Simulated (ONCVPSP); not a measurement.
# Oxygen: generating and testing an ONCV potential

Do these settings give a usable potential? It is generated, then checked for transferability, scattering, ghosts and hardness.

The numbers are computed with ONCVPSP 4.0.1 (Wu-Cohen, scalar-relativistic, spin-unpolarised reference atom).

### 1 The design

The settings as typed:

```json
{
 "element": "oxygen (O, Z = 8)",
 "type": "optimised norm-conserving Vanderbilt (ONCV)",
 "frozen core": "none",
 "valence charge": "8",
 "reference configuration": "1s2 2s1 2p5",
 "partial waves": "1s+2s: rc 0.40 bohr, ncon 4, nbas 8, qcut 38.6 1/bohr, 2 projectors; 2p: rc 1.45 bohr, ncon 4, nbas 9, qcut 10.2 1/bohr, 2 projectors, debl 3.7 Ha; d scattering state at 0.1 Ha: rc 1.15 bohr, ncon 4, nbas 8, qcut 9.3 1/bohr, 2 projectors, debl 2.6 Ha",
 "local potential": "polynomial inside 0.30 bohr (lpopt 2, dvloc0 6 Ha)",
 "core correction": "not asked for"
}
```

An earlier all-electron run gives the scale for the radii.

All-electron outer shells of the reference configuration (Wu-Cohen, scalar-relativistic, ld1.x):

```json
{"shell": "1s", "level (eV)": "-514.51", "outermost node (bohr)": "–", "outermost maximum (bohr)": "0.13"}
{"shell": "2s", "level (eV)": "-24.28", "outermost node (bohr)": "0.28", "outermost maximum (bohr)": "0.87"}
{"shell": "2p", "level (eV)": "-9.42", "outermost node (bohr)": "–", "outermost maximum (bohr)": "0.82"}
```

### 2 The generation run

Input file O.dat:

```
# ATOM AND REFERENCE CONFIGURATION
# atsym  z   nc   nv     iexc    psfile
  O 8.00    0    3  -118130      upf
#
#   n    l    f
    1    0    2.00
    2    0    1.00
    2    1    5.00
#
# PSEUDOPOTENTIAL AND OPTIMIZATION
# lmax
    2
#
#   l,   rc,      ep,       ncon, nbas, qcut
    0    0.40    0.00    4    8   38.60
    1    1.45    0.00    4    9   10.20
    2    1.15    0.10    4    8    9.30
#
# LOCAL POTENTIAL
# lloc, lpopt,  rc(5),   dvloc0
    4    2    0.30    6.00
#
# VANDERBILT-KLEINMAN-BYLANDER PROJECTORs
# l, nproj, debl
    0    2    1.50
    1    2    3.70
    2    2    2.60
#
# MODEL CORE CHARGE
# icmod, fcfact, rcfact
    0    0.00    0.00
#
# LOG DERIVATIVE ANALYSIS
# epsh1, epsh2, depsh
  -12.00    5.00    0.04
#
# OUTPUT GRID
# rlmax, drl
    6.00    0.01
#
# TEST CONFIGURATIONS
# ncnf
    4
# nvcnf
#   n    l    f
    3
    1    0    2.00
    2    0    2.00
    2    1    4.00
#
    3
    1    0    2.00
    2    0    2.00
    2    1    3.00
#
    3
    1    0    2.00
    2    0    2.00
    2    1    2.00
#
    3
    1    0    2.00
    2    0    1.00
    2    1    4.00
#
```

Started as:

```bash
$ oncvpsp.x < O.dat > O.out
```

What does the calculation give? Wanted: cutoffs for 1 and 0.1 mHa per electron, occupied waves; bound ghosts; GHOST(+) flags; largest test error; largest phase difference near zero energy, channels read.

As calculated:

| quantity | value |
| --- | --- |
| cutoffs for 1 and 0.1 mHa per electron, occupied waves | 487 Ha and 563 Ha |
| bound ghosts | none found |
| GHOST(+) flags | d at 298 eV |
| largest test error (AE − PS) | +271 meV, for 1s2 2s2 2p2 |
| largest phase difference near zero energy, channels read | 0.000 rad |

**Reading.** The worst unpolarised test, 1s2 2s2 2p2, is off by 271 meV on 35.1 eV; by total energies transferability rates as poor. By its cutoff, 487 Ha for the looser tolerance, it is very hard. At the looser tolerance the 1s wave is the slowest; 2s needs 412 Ha. The program's ghost test flags no bound state. Near zero energy the phases of the channels with partial waves agree within 0.001 rad. The program also flags highly localised states, GHOST(+) (d). These are tests on the free atom; a crystal test is still owed.
